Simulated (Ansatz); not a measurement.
**C₂H₅BF₂Si: a ladder of functionals and wavefunction methods**

How much do the methods differ for C₂H₅BF₂Si? The plan is to run it at one geometry with functionals of several rungs and with coupled cluster. The yardstick is the atomisation energy at the CCSD(T) limit.

Program: Ansatz 0.2.0, Gaussian basis. Level of theory: functionals in def2-TZVPP, the program's frozen cores in correlated methods. These are calculated values, not measurements.

Plan: PBE-D4, r2SCAN-D4, PBE0-D4, B3LYP-D4, ωB97X-V, ωB97M-V, B2PLYP; CCSD(T)/def2-TZVPP; MP2/def2-QZVPP; extrapolation to the limit.

## 1. Structure used throughout

All runs share one geometry, relaxed beforehand with PBE0-D4 in a triple-zeta def2 set.

11 atoms, charge 0, spin multiplicity 1.

Atoms are counted from 1 here; the program's logs count them from 0.

Bond lengths: B1–Si2 1.961 Å, B1–H7 1.194 Å, B1–H8 1.193 Å, Si2–C3 1.914 Å, Si2–C5 1.925 Å, Si2–H9 1.480 Å, C3–F4 1.364 Å, C3–C5 1.469 Å, C3–H10 1.089 Å, C5–F6 1.363 Å, C5–H11 1.088 Å. Angles: Si2–B1–H7 117.6°, Si2–B1–H8 123.2°, H7–B1–H8 119.2°, B1–Si2–C3 119.3°, B1–Si2–C5 112.8°, B1–Si2–H9 126.6°, C3–Si2–C5 45.0°, C3–Si2–H9 110.1°, C5–Si2–H9 116.0°, Si2–C3–F4 125.8°, Si2–C3–C5 67.9°, Si2–C3–H10 111.1°, F4–C3–C5 118.9°, F4–C3–H10 112.1°, C5–C3–H10 114.4°, Si2–C5–C3 67.1°, Si2–C5–F6 124.9°, Si2–C5–H11 111.8° and more.

## 2. PBE-D4 (GGA)

in.yaml

```yaml
crystal:
  periodic: [false, false, false]
  atoms:
    - {symbol: B, position_ang: [-0.192435, -2.105397, -0.205796]}
    - {symbol: Si, position_ang: [0.470991, -0.447771, 0.604444]}
    - {symbol: C, position_ang: [0.588015, 1.136445, -0.463842]}
    - {symbol: F, position_ang: [0.557850, 1.183565, -1.826826]}
    - {symbol: C, position_ang: [-0.680898, 1.057732, 0.272044]}
    - {symbol: F, position_ang: [-0.973398, 2.032011, 1.179103]}
    - {symbol: H, position_ang: [-0.944238, -2.007496, -1.128234]}
    - {symbol: H, position_ang: [0.116565, -3.190542, 0.181366]}
    - {symbol: H, position_ang: [1.360758, -0.335324, 1.781359]}
    - {symbol: H, position_ang: [1.307353, 1.839189, -0.044967]}
    - {symbol: H, position_ang: [-1.545263, 0.780489, -0.328250]}
basis:
  gaussian: {orbitals: def2-TZVPP}
hamiltonian: {xc: pbe, dispersion: d4}
output: {forces: true, orbitals: {seedname: orbitals}}
```

Run with:

```
$ ansatz run in.yaml --threads 4 --pin off --events-out ev --progress --plain --max-ram 10444MiB
```

The runs that follow: r2SCAN-D4 (meta-GGA); PBE0-D4 (hybrid); B3LYP-D4 (hybrid); ωB97X-V (range-separated); ωB97M-V (range-separated); B2PLYP (double hybrid); CCSD(T) in def2-TZVPP; MP2 in def2-QZVPP.

Before running them: what should the planned runs give, taken together? Wanted: atomisation energy, CCSD(T)/CBS; farthest; mean size of error, hybrid; mean size of error, range-separated; gap, smallest and largest; T1 diagnostic; triples share of the correlation energy.

**Answer**, as computed:

| quantity | value |
| --- | --- |
| atomisation energy, CCSD(T)/CBS | 936.4 kcal/mol |
| functionals within 4.7 kcal/mol (0.5 %) | B3LYP-D4 |
| farthest | PBE-D4 (+35.9 kcal/mol) |
| mean size of error, hybrid | 8.2 kcal/mol |
| mean size of error, range-separated | 8.4 kcal/mol |
| gap, smallest and largest | 2.60 eV (PBE-D4), 8.69 eV (ωB97X-V) |
| T1 diagnostic | 0.0163 |
| triples share of the correlation energy | 3.7 % |

PBE-D4 is off by +35.9 kcal/mol. Double hybrids carry the basis error of their MP2 part in triple zeta, and no dispersion term here, so their miss is partly the set-up's. The reference freezes the cores and leaves out relativity and excitations past (T), so misses under about 4.7 kcal/mol can't be ranked. Hartree-Fock recovers 72 % of the binding; the rest is correlation. The gap grows from 2.6 to 8.7 eV across the functionals, mostly with the share of exact exchange.
